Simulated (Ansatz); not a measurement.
**C2H6AlNSe: how energies converge with the basis set**

How large a basis does C2H6AlNSe need? Two functionals are run in growing sets.

Method: one geometry, several basis sets; program: Ansatz 0.2.0, Gaussian basis.

Levels to be run: PBE0-D4/def2-SVP; ωB97M-V/def2-SVP; PBE0-D4/def2-QZVPP; ωB97M-V/def2-QZVPP; the functionals' def2-TZVPP values are taken from earlier runs.

### 1 Structure used throughout

All runs share one geometry, relaxed beforehand with PBE0-D4 in a triple-zeta def2 set.

SMILES `[NH2][AlH][CH2]C=[Se]`, 11 atoms, charge 0, spin multiplicity 1.

Atoms are counted from 1 here; the program's logs count them from 0.

Bond lengths: N1–Al2 1.755 Å, N1–H6 1.007 Å, N1–H7 1.009 Å, Al2–C3 1.998 Å, Al2–H8 1.580 Å, C3–C4 1.442 Å, C3–H9 1.095 Å, C3–H10 1.094 Å, C4–Se5 1.774 Å, C4–H11 1.091 Å. Angles: Al2–N1–H6 125.4°, Al2–N1–H7 123.6°, H6–N1–H7 110.8°, N1–Al2–C3 118.6°, N1–Al2–H8 121.4°, C3–Al2–H8 120.0°, Al2–C3–C4 107.2°, Al2–C3–H9 103.0°, Al2–C3–H10 106.9°, C4–C3–H9 113.4°, C4–C3–H10 114.2°, H9–C3–H10 111.2°, C3–C4–Se5 127.1°, C3–C4–H11 115.5°, Se5–C4–H11 117.3°.

### 2 PBE0-D4 in def2-SVP

in.yaml reads:

```yaml
crystal:
  periodic: [false, false, false]
  atoms:
    - {symbol: N, position_ang: [-1.847936, 0.514628, -0.173901]}
    - {symbol: Al, position_ang: [-0.684313, -0.637499, -0.805261]}
    - {symbol: C, position_ang: [1.206599, -0.535579, -0.166662]}
    - {symbol: C, position_ang: [1.217362, 0.306897, 1.003256]}
    - {symbol: Se, position_ang: [1.371133, 2.073436, 1.048801]}
    - {symbol: H, position_ang: [-2.817057, 0.570492, -0.440751]}
    - {symbol: H, position_ang: [-1.604251, 1.266743, 0.452418]}
    - {symbol: H, position_ang: [-1.107134, -1.748121, -1.846099]}
    - {symbol: H, position_ang: [1.732705, -0.098778, -1.021828]}
    - {symbol: H, position_ang: [1.535517, -1.562807, 0.016839]}
    - {symbol: H, position_ang: [1.062776, -0.206511, 1.953687]}
basis:
  gaussian: {orbitals: def2-SVP}
hamiltonian: {xc: pbe0, dispersion: d4}
output: {orbitals: {seedname: orbitals}}
```

The runs that follow: ωB97M-V in def2-SVP; PBE0-D4 in def2-QZVPP; ωB97M-V in def2-QZVPP.

Q: Predict the results of all the runs planned. Wanted: PBE0-D4: double and triple zeta above quadruple; ωB97M-V: double and triple zeta above quadruple.

As calculated:

| quantity | value |
| --- | --- |
| PBE0-D4: double and triple zeta above quadruple | 16.32, 1.80 eV |
| ωB97M-V: double and triple zeta above quadruple | 16.42, 1.74 eV |

In words: For PBE0-D4 the step from double to triple zeta gains 14.52 eV and the next only 1.80 eV. Total energies overstate the basis error of differences, where much of it tends to cancel.
